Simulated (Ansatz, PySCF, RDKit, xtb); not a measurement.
**CH10AlNSi2: ranking a sample of isomers, part 1 of 2**

Which of a sample of isomers of CH10AlNSi2 is the most stable in the gas at 298.15 K, and what are its properties? The sample is small against all isomers, and the most stable one of this formula need not be in it.

The funnel: GFN2-xTB relaxations, single points with a density functional, relaxations at PBE0-D3(BJ)/def2-SVP, harmonic vibrations (at GFN2-xTB), and a last energy at a higher level. All values are calculated.

**1. Candidates**

Isomers were taken from a list of plausible structures; this is a sample, not all of them. That gives 4 candidates.

```csv
label,SMILES,spin
c063,[SiH3][CH2][AlH][NH][SiH3],singlet
c539,[AlH2][CH2]N([SiH3])[SiH3],singlet
c920,C[SiH2][N]([AlH2])[SiH3],singlet
c941,[CH3][AlH][N]([SiH3])[SiH3],singlet
```

Candidates are built by distance geometry, with a force field where one applies, in up to four conformers (letters a to d).

**2. First filter: tight binding**

All 13 starts are relaxed the same way. One of them, c539a (taken from a list of plausible isomers, embedded by distance geometry and UFF), in full:

start.xyz reads:

```xyz
15
c539a
C     -1.002336     1.312272    -0.035836
Al    -0.191454     2.626449     1.217342
N     -0.705677     1.673735    -1.420920
Si     0.929027     1.135007    -1.916920
Si    -1.854012     0.791018    -2.506262
H      0.878230     2.180675     2.325157
H     -0.627965     4.228221     1.100395
H     -2.092390     1.357742     0.168062
H     -0.606033     0.307609     0.236778
H      1.189415     1.418576    -3.317553
H      1.043450    -0.363244    -1.732536
H      1.968030     1.820807    -1.104105
H     -1.752709    -0.615336    -2.312272
H     -1.573360     1.143510    -3.919998
H     -3.226205     1.265123    -2.208428
```

Started as:

```bash
$ xtb start.xyz --gfn 2 --opt
```

Output, cut to the lines that bear on the results:

```text
* xtb version 6.7.1
[...]
          :  # basis functions                  48          :
[...]
          :  # electrons                        30          :
[...]
          :  Hamiltonian                  GFN2-xTB          :
[...]
          :  net charge                          0          :
          :  unpaired electrons                  0          :
[...]
   *** convergence criteria satisfied after 14 iterations ***
[...]
   *** GEOMETRY OPTIMIZATION CONVERGED AFTER 25 ITERATIONS ***
[...]
   *** convergence criteria satisfied after 3 iterations ***
[...]
         ::                     SUMMARY                     ::
         :::::::::::::::::::::::::::::::::::::::::::::::::::::
         :: total energy             -14.721376093234 Eh    ::
         :: gradient norm              0.000501099476 Eh/a0 ::
         :: HOMO-LUMO gap              3.852175886081 eV    ::
         ::.................................................::
         :: SCC energy               -14.863951524700 Eh    ::
         :: -> isotropic ES            0.063132923567 Eh    ::
         :: -> anisotropic ES          0.006329358185 Eh    ::
         :: -> anisotropic XC         -0.000597893808 Eh    ::
         :: -> dispersion             -0.012390324671 Eh    ::
         :: repulsion energy           0.142575431466 Eh    ::
         :: add. restraining           0.000000000000 Eh    ::
         :: total charge              -0.000000000000 e     ::
         :::::::::::::::::::::::::::::::::::::::::::::::::::::
[...]
        15        2.0000           -0.3590095              -9.7691 (HOMO)
        16                         -0.2174447              -5.9170 (LUMO)
[...]
     #   Z          covCN         q      C6AA      α(0)
     1   6          3.708    -0.112    22.800     6.825
     2  13          2.965     0.356    93.655    19.722
     3   7          2.581    -0.381    29.857     8.115
     4  14          3.964     0.529    95.988    18.736
     5  14          3.742     0.498    97.053    18.857
     6   1          0.880    -0.187     9.906     4.927
     7   1          0.880    -0.173     9.028     4.704
     8   1          0.923     0.027     2.629     2.536
     9   1          0.922     0.027     2.626     2.534
    10   1          0.920    -0.096     5.412     3.638
    11   1          0.917    -0.080     4.916     3.468
    12   1          0.993    -0.116     6.129     3.868
    13   1          0.917    -0.094     5.368     3.624
    14   1          0.919    -0.111     5.972     3.822
[...]
     #   Z sym  total        # sym  WBO       # sym  WBO       # sym  WBO
 ---------------------------------------------------------------------------
     1   6      3.854 --     3      0.985     2      0.953     8      0.935
                             9      0.915
     2  13      3.206 --     1      0.953     7      0.888     6      0.884
                            12      0.159
     3   7      3.355 --     4      1.137     5      0.990     1      0.985
     4  14      3.703 --     3      1.137    10      0.875    11      0.867
                            12      0.728
     5  14      3.685 --     3      0.990    14      0.889    15      0.889
                            13      0.889
     6   1      0.964 --     2      0.884
     7   1      0.970 --     2      0.888
     8   1      0.999 --     1      0.935
     9   1      0.999 --     1      0.915
[...]
molecular dipole:
                 x           y           z       tot (Debye)
 q only:       -0.137      -0.543      -0.888
   full:       -0.144      -0.579      -0.621       2.188
molecular quadrupole (traceless):
[...]
          | TOTAL ENERGY              -14.721376093234 Eh   |
          | GRADIENT NORM               0.000501099476 Eh/α |
          | HOMO-LUMO GAP               3.852175886081 eV   |
           -------------------------------------------------
[...]
```

Wall time 0.21 s (4 threads of Arm Neoverse V1, shared host).

**3. The minima found**

13 of the 13 relaxations converged; 2 ended on a minimum already found. 11 distinct structures remain:

```csv
label,start,SMILES after,spin,energy (kcal/mol)
c920b,drawn,C[SiH2][N]([AlH2])[SiH3],singlet,0.0
c920d,drawn,C[SiH2][N]([AlH2])[SiH3],singlet,2.4
c920c,drawn,C[SiH2][N]([AlH2])[SiH3],singlet,2.5
c941b,drawn,[CH3][AlH][N]([SiH3])[SiH3],singlet,8.5
c941a,drawn,[CH3][AlH][N]([SiH3])[SiH3],singlet,8.9
c539a,drawn,[AlH2][CH2]N([SiH3])[SiH3],singlet,24.9
c539b,drawn,[AlH2][CH2]N([SiH3])[SiH3],singlet,25.1
c063a,drawn,[SiH3][CH2][AlH][NH][SiH3],singlet,26.0
c063b,drawn,[SiH3][CH2][AlH][NH][SiH3],singlet,26.1
c063c,drawn,[SiH3][CH2][AlH][NH][SiH3],singlet,26.2
c063d,drawn,[SiH3][CH2][AlH][NH][SiH3],singlet,26.2
```

**4. Screening with a density functional**

A choice of the minima (the low ones first, few conformers of a pattern, up to a cap) and the lowest that fell apart get a single point at r2SCAN-D4/def2-SVP on the tight-binding geometry, and one at HF/STO-3G for comparison. The lowest singlets are also tried as triplets at the same geometry (label ending in t). Within 30 kcal/mol but not screened, among others: c920c, c063c, c063d. The first, c920b:

input.yaml reads:

```yaml
crystal:
  periodic: [false, false, false]
  atoms:
    - {symbol: C, position_ang: [1.095099, -1.053300, 0.155851]}
    - {symbol: Al, position_ang: [-0.179948, 1.109769, -1.093927]}
    - {symbol: N, position_ang: [-1.465973, -0.079845, -0.597639]}
    - {symbol: Si, position_ang: [-0.760907, -1.459431, 0.197605]}
    - {symbol: Si, position_ang: [-3.196981, -0.008786, -0.802301]}
    - {symbol: H, position_ang: [1.711930, -1.798281, 0.647312]}
    - {symbol: H, position_ang: [1.436807, -0.963668, -0.877764]}
    - {symbol: H, position_ang: [1.277289, -0.092168, 0.644852]}
    - {symbol: H, position_ang: [-1.032381, -2.708354, -0.525576]}
    - {symbol: H, position_ang: [-1.229059, -1.592357, 1.583197]}
    - {symbol: H, position_ang: [0.436177, 1.055677, -2.510017]}
    - {symbol: H, position_ang: [0.158885, 2.317303, -0.190612]}
    - {symbol: H, position_ang: [-3.640409, -1.166349, -1.584016]}
    - {symbol: H, position_ang: [-3.459495, 1.252253, -1.505049]}
    - {symbol: H, position_ang: [-3.843363, -0.040248, 0.512457]}
basis:
  gaussian:
    orbitals: def2-SVP
total_charge: 0
hamiltonian:
  xc: {name: r2SCAN}
  dispersion: d4
scf:
  lower_state_search: "off"
```

Started as:

```bash
$ ansatz run input.yaml --threads 4 --pin off --max-ram 7830MiB --events-out events.jsonl --progress --plain --runs-dir runs
```

Output, cut to the lines that bear on the results:

```text
Warning: RAYON_NUM_THREADS=4 ignored (pool sized by the plan → 4); use --threads N
Functional definition: r2SCAN
  name "r2SCAN"
[...]
1495 factors; their error is unknown
[...]
mean field -25030.88700541 eV, -919.8681309042 hartree, gradient 2.9e-6 eV, S^2 0.000000; 0 other end points of the search recorded, 0 dependent functions left out
reference -25030.88701953 eV, -919.8681314233 hartree; 32, 32 occupied and 100, 100 virtual orbitals, 1495 factors
Total energy: -25030.98970003 eV, -919.8719048620 hartree
Checks for a lower state left out: stability, starts, cluster_reference, orbital_swaps, neighbouring_geometries, increment
```

Wall time 2 s (4 threads of Arm Neoverse V1, shared host); peak memory 0.18 GiB.

Relative energies in kcal/mol, each column from its lowest structure that stays in one piece:

```csv
label,SMILES,spin,GFN2-xTB,HF/STO-3G,r2SCAN-D4/def2-SVP
c941b,[CH3][AlH][N]([SiH3])[SiH3],singlet,8.5,0.0,0.0
c941a,[CH3][AlH][N]([SiH3])[SiH3],singlet,8.9,0.1,0.1
c920d,C[SiH2][N]([AlH2])[SiH3],singlet,2.4,2.6,0.2
c920b,C[SiH2][N]([AlH2])[SiH3],singlet,0.0,5.5,1.2
c063a,[SiH3][CH2][AlH][NH][SiH3],singlet,26.0,3.3,4.7
c063b,[SiH3][CH2][AlH][NH][SiH3],singlet,26.1,5.2,6.1
c539a,[AlH2][CH2]N([SiH3])[SiH3],singlet,24.9,38.9,41.6
c539b,[AlH2][CH2]N([SiH3])[SiH3],singlet,25.1,45.0,43.4
c920dt,C[SiH2][N]([AlH2])[SiH3],triplet,–,–,93.0
c941bt,[CH3][AlH][N]([SiH3])[SiH3],triplet,–,–,97.8
```

Measured from c941b, GFN2-xTB misplaces c539b by 27 kcal/mol against r2SCAN-D4/def2-SVP, so minima dropped on its energies alone could hide the lowest isomer.

**5. Third filter: density-functional geometries**

3 candidates are relaxed at PBE0-D3(BJ)/def2-SVP (chosen among the lowest in one piece, one conformer a pattern). The first, c941b:

input.yaml reads:

```yaml
crystal:
  periodic: [false, false, false]
  atoms:
    - symbol: C
      position_ang: [-0.651173, 0.238693, 2.214046]
    - symbol: Al
      position_ang: [-0.405934, -0.591089, 0.424783]
    - symbol: "N"
      position_ang: [0.128186, 0.321904, -1.059456]
    - symbol: Si
      position_ang: [1.818962, 0.422741, -1.461648]
    - symbol: Si
      position_ang: [-1.040724, 1.070695, -2.110075]
    - symbol: H
      position_ang: [-1.393491, 1.045976, 2.197886]
    - symbol: H
      position_ang: [0.274308, 0.688665, 2.593175]
    - symbol: H
      position_ang: [-0.983877, -0.483893, 2.965975]
    - symbol: H
      position_ang: [-0.660930, -2.092553, 0.170012]
    - symbol: H
      position_ang: [2.094743, -0.230828, -2.743349]
    - symbol: H
      position_ang: [2.238906, 1.825999, -1.536412]
    - symbol: H
      position_ang: [2.504564, -0.267240, -0.354112]
    - symbol: H
      position_ang: [-0.774973, 2.508606, -2.220535]
    - symbol: H
      position_ang: [-2.338210, 0.829096, -1.454289]
    - symbol: H
      position_ang: [-1.005273, 0.471510, -3.447186]
basis:
  gaussian:
    orbitals: def2-SVP
scf:
  lower_state_search: "off"
relax:
  f_tol: 0.006
hamiltonian:
  xc: {name: PBE0}
  dispersion: d3bj
```

Started as:

```bash
$ ansatz run input.yaml --threads 4 --pin off --max-ram 7830MiB --events-out events.jsonl --progress --plain --runs-dir runs
```

Output, cut to the lines that bear on the results:

```text
Warning: RAYON_NUM_THREADS=4 ignored (pool sized by the plan → 4); use --threads N
[...]
Functional definition: PBE0
  name "PBE0"
[...]
1377 factors; integrals over basis functions are off by at most 6.0e-4 eV
[...]
mean field -25021.61066611 eV, -919.5272317225 hartree, gradient 4.6e-6 eV, S^2 0.000000; 0 other end points of the search recorded, 0 dependent functions left out
[...]
reference -25021.61070354 eV, -919.5272330981 hartree; 32, 32 occupied and 100, 100 virtual orbitals, 1377 factors
relax step   1: F+E_penalty+E_count = -25021.94499136 eV  Δ(F+E_penalty+E_count) = +0.000e0 eV  max|allowed force component| = 8.464e-1 eV/Å  Δτ_max = 0.0000 Å  (14 SCF iters, accepted)
[...]
relax step  14: F+E_penalty+E_count = -25022.22230862 eV  Δ(F+E_penalty+E_count) = -2.190e-2 eV  max|allowed force component| = 1.538e-1 eV/Å  Δτ_max = 0.1984 Å  (19 SCF iters, accepted)
[...]
Atom 6 at    -0.986315     0.322974     2.983842 Å, force    -0.000297    -0.000093     0.002273 eV/Å
Atom 7 at    -2.043345    -0.430554     1.778215 Å, force    -0.001393    -0.001373    -0.001063 eV/Å
Atom 8 at     1.525144    -1.124060     1.383962 Å, force     0.000311     0.000571     0.000105 eV/Å
Atom 9 at     1.319429    -0.886722    -3.106097 Å, force     0.000308     0.000215    -0.000229 eV/Å
Atom 10 at     2.395671     1.175575    -2.463223 Å, force     0.000035    -0.000097    -0.000098 eV/Å
Atom 11 at     2.766850    -0.837929    -1.152317 Å, force     0.000552     0.000550    -0.000056 eV/Å
Atom 12 at    -0.951708     2.648714    -0.957958 Å, force     0.000477    -0.000048    -0.001124 eV/Å
Atom 13 at    -2.234306     0.628863    -1.287548 Å, force    -0.000025     0.001032     0.001325 eV/Å
Atom 14 at    -0.716819     1.398049    -3.022888 Å, force     0.000236     0.000809     0.000797 eV/Å
Dipole moment:    -0.124582     0.007518     0.168928 e Å
Checks for a lower state left out: stability, starts, cluster_reference, orbital_swaps, neighbouring_geometries, increment
```

It took 1.8 min on 4 threads of Arm Neoverse V1, shared host; peak memory 0.32 GiB.

Energy change by step (eV): 0.0000, -0.1285, -0.1363, -0.1371, -0.1400, -0.1446, -0.1470, -0.1515, -0.1585, -0.1742, -0.1984, -0.2323, -0.2554, -0.2773, -0.2949, -0.3094, -0.3209, -0.3265, -0.3292, -0.3335, -0.3345, -0.3367, -0.3384, -0.3391, -0.3382, -0.3394, -0.3401, -0.3407, -0.3415, -0.3398.

After the run. Bond lengths: C1–Al2 1.951 Å, Al2–N3 1.811 Å, N3–Si4 1.752 Å, N3–Si5 1.754 Å, C1–H6 1.102 Å, C1–H7 1.102 Å, C1–H8 1.104 Å, Al2–H9 1.586 Å, Si4–H10 1.497 Å, Si4–H11 1.497 Å, Si4–H12 1.494 Å, Si5–H13 1.497 Å, Si5–H14 1.496 Å, Si5–H15 1.496 Å. Some angles: C1–Al2–N3 118.0°, Al2–N3–Si4 122.5°, Al2–N3–Si5 119.7°, Si4–N3–Si5 117.8°, C1–Al2–H9 124.5°, N3–Al2–H9 117.5°, Al2–C1–H6 113.0°, Al2–C1–H7 111.6°, Al2–C1–H8 110.5°, N3–Si4–H10 111.6°.

**6. Ranking at PBE0-D3(BJ)/def2-SVP**

```csv
label,spin,r2SCAN-D4/def2-SVP (kcal/mol),"PBE0-D3(BJ)/def2-SVP, relaxed (kcal/mol)",time
c920d,singlet,0.2,0.0,65 s
c941b,singlet,0.0,0.4,1.8 min
c063a,singlet,4.7,8.4,38 s
```

c920d: Bond lengths: Al2–N3 1.802 Å, C1–Si4 1.873 Å, N3–Si4 1.764 Å, N3–Si5 1.754 Å, C1–H6 1.101 Å, C1–H7 1.101 Å, C1–H8 1.101 Å, Si4–H9 1.499 Å, Si4–H10 1.496 Å, Al2–H11 1.586 Å, Al2–H12 1.585 Å, Si5–H13 1.494 Å, Si5–H14 1.498 Å, Si5–H15 1.496 Å. Some angles: Al2–N3–Si4 121.0°, Al2–N3–Si5 122.0°, Si4–N3–Si5 117.0°, C1–Si4–N3 111.8°, N3–Al2–H11 117.4°, N3–Al2–H12 118.6°, C1–Si4–H9 109.5°, C1–Si4–H10 109.9°, N3–Si4–H9 108.2°, N3–Si4–H10 108.9°.

c941b: Bond lengths: C1–Al2 1.951 Å, Al2–N3 1.811 Å, N3–Si4 1.752 Å, N3–Si5 1.754 Å, C1–H6 1.102 Å, C1–H7 1.102 Å, C1–H8 1.104 Å, Al2–H9 1.586 Å, Si4–H10 1.497 Å, Si4–H11 1.497 Å, Si4–H12 1.494 Å, Si5–H13 1.497 Å, Si5–H14 1.496 Å, Si5–H15 1.496 Å. Some angles: C1–Al2–N3 118.0°, Al2–N3–Si4 122.5°, Al2–N3–Si5 119.7°, Si4–N3–Si5 117.8°, C1–Al2–H9 124.5°, N3–Al2–H9 117.5°, Al2–C1–H6 113.0°, Al2–C1–H7 111.6°, Al2–C1–H8 110.5°, N3–Si4–H10 111.6°.

c063a: Bond lengths: C1–Al2 1.951 Å, Al2–N3 1.793 Å, C1–Si4 1.875 Å, N3–Si5 1.741 Å, Si4–H6 1.497 Å, Si4–H7 1.499 Å, Si4–H8 1.497 Å, C1–H9 1.104 Å, C1–H10 1.105 Å, Al2–H11 1.587 Å, N3–H12 1.019 Å, Si5–H13 1.498 Å, Si5–H14 1.494 Å, Si5–H15 1.498 Å. Some angles: C1–Al2–N3 119.4°, Al2–C1–Si4 114.0°, Al2–N3–Si5 130.4°, C1–Al2–H11 123.7°, N3–Al2–H11 116.8°, Al2–C1–H9 109.2°, Al2–C1–H10 109.7°, Si4–C1–H9 108.4°, Si4–C1–H10 107.8°, Al2–N3–H12 115.7°.

**7. Are they minima? Harmonic frequencies**

The lowest few in one piece go on as finalists. In this search the thermal terms come from GFN2-xTB at its own nearest minimum. The first, c920d:

start.xyz reads:

```xyz
15
c920d
C     -2.418624     2.164954    -2.447022
Al    -1.772872    -0.020071     1.013326
N     -0.889103     0.478355    -0.476045
Si    -1.689930     0.486033    -2.047304
Si     0.791477     0.977945    -0.437511
H     -3.192014     2.438215    -1.712191
H     -1.638572     2.941856    -2.430964
H     -2.881316     2.163914    -3.446595
H     -0.676917     0.119305    -3.089660
H     -2.768153    -0.550585    -2.045930
H     -3.305352    -0.399308     0.861530
H     -0.987094    -0.041686     2.389693
H      1.215278     1.178024     0.980956
H      0.975545     2.265254    -1.181513
H      1.689189    -0.038120    -1.070826
```

Started as:

```bash
$ xtb start.xyz --gfn 2 --ohess tight
```

Output, cut to the lines that bear on the results:

```text
* xtb version 6.7.1
[...]
          :  # basis functions                  48          :
[...]
          :  # electrons                        30          :
[...]
          :  Hamiltonian                  GFN2-xTB          :
[...]
          :  net charge                          0          :
          :  unpaired electrons                  0          :
[...]
   *** convergence criteria satisfied after 15 iterations ***
[...]
   *** GEOMETRY OPTIMIZATION CONVERGED AFTER 39 ITERATIONS ***
[...]
   *** convergence criteria satisfied after 3 iterations ***
[...]
         ::                     SUMMARY                     ::
         :::::::::::::::::::::::::::::::::::::::::::::::::::::
         :: total energy             -14.757213324916 Eh    ::
         :: gradient norm              0.000139189403 Eh/a0 ::
         :: HOMO-LUMO gap              4.121711157859 eV    ::
         ::.................................................::
         :: SCC energy               -14.917584761758 Eh    ::
         :: -> isotropic ES            0.069269344178 Eh    ::
         :: -> anisotropic ES          0.009461403737 Eh    ::
         :: -> anisotropic XC         -0.003618085905 Eh    ::
         :: -> dispersion             -0.011871940093 Eh    ::
         :: repulsion energy           0.160371436842 Eh    ::
         :: add. restraining           0.000000000000 Eh    ::
         :: total charge              -0.000000000000 e     ::
         :::::::::::::::::::::::::::::::::::::::::::::::::::::
[...]
        15        2.0000           -0.3769499             -10.2573 (HOMO)
        16                         -0.2254799              -6.1356 (LUMO)
[...]
molecular dipole:
                 x           y           z       tot (Debye)
 q only:        0.254       0.243      -0.582
   full:        0.072       0.346      -0.444       1.443
molecular quadrupole (traceless):
[...]
          | TOTAL ENERGY              -14.757213324916 Eh   |
          | TOTAL ENTHALPY            -14.651280210220 Eh   |
          | TOTAL FREE ENERGY         -14.699290379169 Eh   |
          | GRADIENT NORM               0.000139222454 Eh/α |
[...]
```

Wall time 0.47 s (4 threads of Arm Neoverse V1, shared host).

**8. Zero-point energy and free-energy terms**

As xtb prints them, at 298.15 K, with its own treatment of low modes:

```csv
label,SMILES,spin,lowest mode (cm⁻¹),zero-point (kcal/mol),G − E (kcal/mol)
c920d,C[SiH2][N]([AlH2])[SiH3],singlet,33,59.0,36.3
c941b,[CH3][AlH][N]([SiH3])[SiH3],singlet,15,58.2,35.0
c063a,[SiH3][CH2][AlH][NH][SiH3],singlet,30,58.3,35.2
```

**9. Last filter: a higher level**

Each finalist gets a single point at CCSD(T)/def2-SVP + MP2/def2-TZVPP - MP2/def2-SVP.

c920d, CCSD(T)/def2-SVP:

input.yaml reads:

```yaml
crystal:
  periodic: [false, false, false]
  atoms:
    - {symbol: C, position_ang: [-2.418624, 2.164954, -2.447022]}
    - {symbol: Al, position_ang: [-1.772872, -0.020071, 1.013326]}
    - {symbol: "N", position_ang: [-0.889103, 0.478355, -0.476045]}
    - {symbol: Si, position_ang: [-1.689930, 0.486033, -2.047304]}
    - {symbol: Si, position_ang: [0.791477, 0.977945, -0.437511]}
    - {symbol: H, position_ang: [-3.192014, 2.438215, -1.712191]}
    - {symbol: H, position_ang: [-1.638572, 2.941856, -2.430964]}
    - {symbol: H, position_ang: [-2.881316, 2.163914, -3.446595]}
    - {symbol: H, position_ang: [-0.676917, 0.119305, -3.089660]}
    - {symbol: H, position_ang: [-2.768153, -0.550585, -2.045930]}
    - {symbol: H, position_ang: [-3.305352, -0.399308, 0.861530]}
    - {symbol: H, position_ang: [-0.987094, -0.041686, 2.389693]}
    - {symbol: H, position_ang: [1.215278, 1.178024, 0.980956]}
    - {symbol: H, position_ang: [0.975545, 2.265254, -1.181513]}
    - {symbol: H, position_ang: [1.689189, -0.038120, -1.070826]}
basis:
  gaussian:
    orbitals: def2-SVP
total_charge: 0
correlation:
  method: ccsd_t
  frozen_orbitals: {"N": 1, H: 0, Si: 5, C: 1, Al: 5}
```

Started as:

```bash
$ ansatz run input.yaml --threads 4 --pin off --max-ram 7830MiB --events-out events.jsonl --progress --plain --runs-dir runs
```

Output, cut to the lines that bear on the results:

```text
Warning: RAYON_NUM_THREADS=4 ignored (pool sized by the plan → 4); use --threads N
Functional definition: HF
  name "HF"
[...]
1294 factors; integrals over basis functions are off by at most 1.1e-3 eV
[...]
mean field -24971.16491015 eV, -917.6733843845 hartree, gradient 6.7e-7 eV, S^2 0.000000; 0 other end points of the search recorded, 0 dependent functions left out
17 core orbitals not correlated: weight in the atoms' cores, before any rotation towards them, 1.000 or more for the frozen orbitals, at most 0.000 for the correlated occupied ones
reference -24971.16491015 eV, -917.6733843845 hartree; 15, 15 occupied and 100, 100 virtual orbitals, 1294 factors
second order -15.85761206 eV of doubles, -0.00000000 eV of singles
cycle   1  -17.18144147 eV  change    -1.3e0 eV  update   1.1e-1
[...]
cycle   9  -17.88444988 eV  change   -2.4e-6 eV  update   1.9e-5
perturbative correction -0.49132070 eV, -0.0180557026 hartree
Total energy: -24989.54068073 eV, -918.3486814977 hartree
```

Wall time 9.9 s (4 threads of Arm Neoverse V1, shared host); peak memory 0.76 GiB.

(Continued in part 2 of 2.)
